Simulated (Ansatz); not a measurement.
# Cl₃HOZr: one species, many methods

The task here is to estimate one member of a computed series from the others.

Computed with Ansatz 0.2.0, Gaussian basis. Level: functionals in def2-TZVPP, the program's frozen cores in correlated methods.

The runs, in order: LDA (SPW92), PBE-D4, revPBE-D4, BLYP-D4, r2SCAN-D4, B97M-V, PBE0-D4, B3LYP-D4, r2SCANh-D4, r2SCAN0-D4, HSE06-D4, BHLYP-D4, CAM-B3LYP-D4, LC-ωPBE, ωB97X-V, ωB97M-V, B2PLYP, PBE-QIDH; CCSD(T)/def2-SVP; CCSD(T)/def2-TZVPP; MP2/def2-QZVPP; extrapolation to the limit; RPA on PBE.

1 further run of the same task is left out (for a known fault of the program).

### Structure used throughout

An earlier PBE0-D4 in a triple-zeta def2 set relaxation fixed the geometry. Zr takes the def2 core potential; no spin-orbit term is included.

SMILES `[OH][Zr]([Cl])([Cl])[Cl]`, 6 atoms, charge 0, spin multiplicity 1.

Atoms are counted from 1 here; the program's logs count them from 0.

Bond lengths: O1–Zr2 1.878 Å, O1–H6 0.954 Å, Zr2–Cl3 2.336 Å, Zr2–Cl4 2.336 Å, Zr2–Cl5 2.336 Å. Angles: Zr2–O1–H6 179.3°, O1–Zr2–Cl3 109.2°, O1–Zr2–Cl4 109.2°, O1–Zr2–Cl5 109.2°, Cl3–Zr2–Cl4 109.8°, Cl3–Zr2–Cl5 109.8°, Cl4–Zr2–Cl5 109.8°.

Set-up of the first run:

The input, in.yaml:

```yaml
crystal:
  periodic: [false, false, false]
  atoms:
    - {symbol: O, position_ang: [-0.512580, 0.298608, 1.339557]}
    - {symbol: Zr, position_ang: [0.148133, -0.092340, -0.374834]}
    - {symbol: Cl, position_ang: [2.028539, -1.464189, -0.177495]}
    - {symbol: Cl, position_ang: [-1.507032, -1.193056, -1.601970]}
    - {symbol: Cl, position_ang: [0.732194, 1.900645, -1.444522]}
    - {symbol: H, position_ang: [-0.847154, 0.486431, 2.213162]}
basis:
  gaussian: {orbitals: def2-TZVPP}
hamiltonian: {xc: lda}
output: {orbitals: {seedname: orbitals}}
```

Started as:

```
$ ansatz run in.yaml --threads 4 --pin off --events-out ev --progress --plain --max-ram 10444MiB
```

Among the steps run: LDA; PBE-D4 (GGA); revPBE-D4 (GGA); BLYP-D4 (GGA); r2SCAN-D4 (meta-GGA); B97M-V (meta-GGA); B3LYP-D4 (hybrid); r2SCANh-D4 (hybrid); r2SCAN0-D4 (hybrid); HSE06-D4 (hybrid); BHLYP-D4 (hybrid); CAM-B3LYP-D4 (range-separated); LC-ωPBE (range-separated); ωB97X-V (range-separated); ωB97M-V (range-separated); B2PLYP (double hybrid); PBE-QIDH (double hybrid).

One of the session's tables, all rows but one given; the rest of the session is left out.

It belongs to the step «Orbital energies across the functionals». 

```
  functional  HOMO (eV)  LUMO (eV)  gap (eV)
 LDA (SPW92)      -8.07      -2.96      5.12
      PBE-D4      -7.92      -2.73      5.18
   revPBE-D4      -7.86      -2.65      5.21
     BLYP-D4      -7.74      -2.59      5.15
   r2SCAN-D4      -8.30      -2.61      5.70
      B97M-V      -8.37      -2.54      5.83
     PBE0-D4      -9.30      -1.94      7.36
    B3LYP-D4      -9.01      -2.14      6.87
  r2SCANh-D4      -8.81      -2.31      6.50
  r2SCAN0-D4          ?          ?         ?
    HSE06-D4      -8.90      -2.32      6.58
    BHLYP-D4     -10.53      -0.96      9.57
CAM-B3LYP-D4     -10.63      -0.84      9.79
     LC-ωPBE     -12.07       0.28     12.35
     ωB97X-V     -11.68       0.21     11.89
     ωB97M-V     -11.50       0.16     11.66
```

Q: Estimate the row for r2SCAN0-D4 from the others.

Worked estimate for «HOMO (eV)». Against the share of exact exchange, r2SCAN-D4 (0, -8.30), r2SCANh-D4 (0.1, -8.81) give a slope of -5.10 per unit share; at 0.25 the line stands at -9.57.

As computed: HOMO (eV): -9.56; LUMO (eV): -1.85; gap (eV): 7.71. In «HOMO (eV)» the line misses by -0.01.
